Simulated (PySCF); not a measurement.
# A diatomic session: CaAs

One job finds the state of CaAs, follows it along the bond with each method and fits the curves.

Computed with PySCF 2.14.0. Level: Ca pcseg-1, As pcseg-1, no relativity.

1 further run of the same task is left out (it didn't finish).

**1. The job**

A driver script around PySCF takes these settings:

```
atoms                         : Ca, As
charge                        : 0
basis                         : Ca pcseg-1, As pcseg-1
Hamiltonian                   : no relativity
basis functions               : 51
electrons treated             : 53
masses in u                   : 39.9626, 74.9216
levels                        : PBE0, PBE, r²SCAN, PW91, BP86, M06, CAM-B3LYP, HF, MP2, SCS-MP2
grid                          : 80 radial by 434 angular points
occupations                   : held fixed by the projection of orbital angular momentum
dissociation limit            : Ca + As, each in its ground configuration
starting distance in angstrom : 2.765
values of 2S to try           : 1, 3
```

The run is started by

```
OMP_NUM_THREADS=1 python dia.py task.json out
```

The runs that follow: First curve: PBE0; Other states along the same grid; PBE (GGA); r²SCAN; PW91; BP86; M06 (hybrid meta-GGA); CAM-B3LYP (range-separated hybrid); UHF (mean field).

Before running it: what results should come out? Wanted: for each run, Re; ωe; De; μ.

**Answer**, as computed:

Lowest PBE0 solution found, without spin–orbit coupling: ⁴Σ⁻ (quartet), unpaired electrons σ ↑, π ↑↑. State 2 has its PBE0 minimum 0.07 eV higher, as a spin-mixed determinant (⟨S²⟩ = 1.76), so this is no gap between pure states. State 3 has its PBE0 minimum 0.08 eV higher. State 4 has its PBE0 minimum 0.36 eV higher, as a spin-mixed determinant (⟨S²⟩ = 1.76), so this is no gap between pure states. The other levels ran on the lowest alone.

```csv
level,Re (Å),ωe (cm⁻¹),De (eV),μ (D)
UHF,2.960,206.3,0.60,-4.64
UHF-MP2,2.962,198.3,0.62,n/a
UHF-SCS-MP2,2.975,194.7,0.55,n/a
PBE,2.861,208.2,1.37,-3.26
PW91,2.851,211.2,1.43,-3.32
BP86,2.859,209.1,1.38,-3.43
r²SCAN,2.855,217.2,1.54,-3.92
PBE0,2.865,212.0,1.26,-3.71
M06,2.903,193.4,0.98,-2.37
CAM-B3LYP,2.863,214.7,1.14,-3.96
```

De is counted to Ca + As in their ground configurations. A positive dipole means Ca(−)As(+).

**Reading.** The methods spread over 0.124 Å in bond length, from PW91 to UHF-SCS-MP2. Among the levels with a De in the table, it runs from 0.55 eV (UHF-SCS-MP2) to 1.54 eV (r²SCAN).

Correlated steps freeze 14 core orbitals.
